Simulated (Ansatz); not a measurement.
# ScIn3As: the cost of one run

Program: Ansatz 0.2.0. Level of theory: DFT PBE, scalar-relativistic, plane waves, PAW, unless a step names another level. These are calculated values, not measurements.

7 further runs of the same task are left out: 7 set aside as unsound or not needed. Runs told in other sessions of the task aren't counted.

## Step 1: Plan

Pauling electronegativities: Sc 1.36, In 1.78, As 2.18 (spread 0.82). No set of common oxidation states balances it. Tabulated atomic sizes suggest about 23 Å³/atom. 24 candidates were drawn, by swapping species into database cells of other compounds, at random by space group and Wyckoff sites, or by hand, as the table says:

```
name                                                      made from  space group no.                 Wyckoff sites  atoms (primitive cell)  V (Å³/atom)
 c01                                                         random              183           Sc 1a; In 3c; As 1a                       5         25.5
 c02                                                         random              187           Sc 1b; In 3j; As 1e                       5         24.1
 c03                                                         random              216  Sc 4b, 4d; In 24g; As 4a, 4c                      10         27.9
 c04      built by hand: antiperovskite, As-filled AuCu3-type ScIn3              221           Sc 1a; In 3c; As 1b                       5         22.7
 c05                                                         random              189           Sc 1a; In 3f; As 1b                       5         29.3
 c06  built by hand: (111)-layered ordered close packing, Sc-As-In3              160   Sc 3a; In 3a, 3a, 3a; As 3a                       5         22.6
 c07                                                         random              191           Sc 1a; In 3g; As 1b                       5         23.0
 c08                                                         random               99       Sc 1b; In 2c, 1a; As 1b                       5         25.6
 c09                                         database cell of YbBO3              167          Sc 6b; In 18e; As 6a                      10         25.7
 c10                                        database cell of NaReO3              221           Sc 1a; In 3c; As 1b                       5         21.6
 c11                                        database cell of DyRu3C              221           Sc 1b; In 3d; As 1a                       5         21.4
 c12                                                         random               99       Sc 1b; In 2c, 1b; As 1a                       5         23.7
 c13    built by hand: inverse-site perovskite, Sc in In6 octahedra              221           Sc 1b; In 3c; As 1a                       5         22.7
 c14                                         built by hand: BaNiSn3              107       Sc 2a; In 4b, 2a; As 2a                       5         22.7
 c15                                        database cell of LaCuO3              123       Sc 1d; In 1b, 2f; As 1a                       5         19.4
 c16                                        database cell of Ba3BiN              194           Sc 2a; In 6h; As 2d                      10         27.3
 c17                                                         random              191           Sc 1a; In 3f; As 1b                       5         27.4
 c18                                        database cell of BaTiO3               38       Sc 2a; In 2a, 4e; As 2b                       5         19.5
 c19      built by hand: layered ScAs rocksalt bilayer with In slab              129   Sc 2c; In 2c, 2c, 2c; As 2c                      10         23.6
 c20                                                         random              191       Sc 2c; In 6k; As 1b, 1a                      10         25.3
 c21                                                         random              123       Sc 1d; In 2e, 1c; As 1a                       5         24.9
 c22                                        database cell of CeBPt3               99       Sc 1a; In 1b, 2c; As 1b                       5         22.3
 c23                                        database cell of BaZrO3              221           Sc 1b; In 3c; As 1a                       5         21.6
 c24                                                         random               65       Sc 2d; In 4j, 2c; As 2b                       5         24.6
```

## Step 2: Screening run of c05

The input, input.yaml:

```yaml
crystal:
  lattice:
    - [5.79335856, 0.0, 0.0]
    - [-2.89667928, 5.01719569, 0.0]
    - [0.0, 0.0, 5.04221817]
  atoms:
    - { symbol: Sc, position: [0.0, 0.0, 0.0] }
    - { symbol: In, position: [0.41009732, 0.0, 0.0] }
    - { symbol: In, position: [0.0, 0.41009732, 0.0] }
    - { symbol: In, position: [0.58990268, 0.58990268, 0.0] }
    - { symbol: As, position: [0.0, 0.0, 0.5] }
basis:
  ecutwfc: 420
kpoints:
  mp_grid: { grid: [3, 3, 3] }
hamiltonian:
  xc: pbe
scf:
  occupations: { method: gaussian, width: 0.2 }
  lower_state_search: "off"
output:
  forces: true
  stress: true
  eigenvalues: true
relax:
  adjacent_minimum: "off"
  f_tol: 0.08
  max_steps: 16
  cell: { stress_tol: 0.8 }
```

Run with:

```sh
ansatz run input.yaml --threads 1 --pin off --max-ram 2560MiB --backend cpu --events-out ev --progress --plain --runs-dir out
```

Q: Estimate wall time and peak memory on 1 thread of Intel Xeon at 2.50GHz (Skylake/Cascade Lake), shared host.

About 46 s, with a peak of 0.45 GiB.
